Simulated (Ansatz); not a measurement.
# Ni: the cost of one run

Computed with Ansatz 0.2.0 (DFT LDA, PAW, plane waves, scalar-relativistic, unless a step's input says otherwise).

### 1 The system as given

The structure is cubic, space group Fm-3m (No. 225). The conventional cell has a = 3.535 Å, b = 3.535 Å, c = 3.535 Å, α = 90.00°, β = 90.00°, γ = 90.00°. Ni (site symmetry m-3m) is surrounded by 12 Ni at 2.50 Å.

As a file:

```cif
data_structure
_symmetry_space_group_name_H-M 'Fm-3m'
_symmetry_Int_Tables_number 225
_cell_length_a 3.5347
_cell_length_b 3.5347
_cell_length_c 3.5347
_cell_angle_alpha 90.000
_cell_angle_beta 90.000
_cell_angle_gamma 90.000
_cell_volume 44.16
loop_
_atom_site_label
_atom_site_type_symbol
_atom_site_symmetry_multiplicity
_atom_site_Wyckoff_symbol
_atom_site_fract_x
_atom_site_fract_y
_atom_site_fract_z
_atom_site_occupancy
Ni1 Ni 4 a 0.00000 0.00000 0.00000 1
```

Atoms are counted from 1 in the order of input.yaml (Ni3 and so on).

Spins are non-collinear; moments are vectors (x, y, z) in μB. Without spin-orbit coupling a common rotation of all moments costs nothing, so only their relative directions matter.

Planned runs: parallel moments along z; opposed moments +-- along z; flat spiral with wave vector (0 1 0) of the cell; moments in random directions; moments +-- canted by 10 degrees; moments in random directions; opposed moments ++- along z; opposed moments +-+ along z; parallel moments fanned out by 30 degrees; moments in random directions, preconditioner LDOS.

### 2 Parallel moments along z

File input.yaml:

```yaml
crystal:
  lattice:
    - [1.76735, 1.76735, 3.5347]
    - [3.5347, 1.76735, 1.76735]
    - [3.5347, 5.30205, 1.76735]
  atoms:
    - { symbol: Ni, position: [0.0, 0.0, 0.0], spin: 2.0, spin_axis: [0.0, 0.0, 2.0] }
    - { symbol: Ni, position: [0.3333333, 0.6666667, 0.6666667], spin: 2.0, spin_axis: [0.0, 0.0, 2.0] }
    - { symbol: Ni, position: [0.6666667, 0.3333333, 0.3333333], spin: 2.0, spin_axis: [0.0, 0.0, 2.0] }
hamiltonian:
  xc: lda
  pseudopotentials: { kind: paw }
basis:
  ecutwfc: 420
kpoints:
  mp_grid: { grid: [6, 8, 5] }
scf:
  occupations: { method: fermi_dirac, width: 0.1 }
  lower_state_search: "off"
  max_iter: 150
output:
  forces: true
  stress: true
  write_density: true
  write_potential: true
  elf: true
  volumetric_format: npy
magnetization:
  noncollinear: true
```

Run with:

```console
> ansatz run input.yaml --threads 4 --pin off --max-ram 9216MiB --backend cpu --events-out ev --progress --plain --runs-dir out
```

What time and memory should one allow on 4 threads of Arm Neoverse V2, shared host?

About 51 s, with a peak of 0.6 GiB.
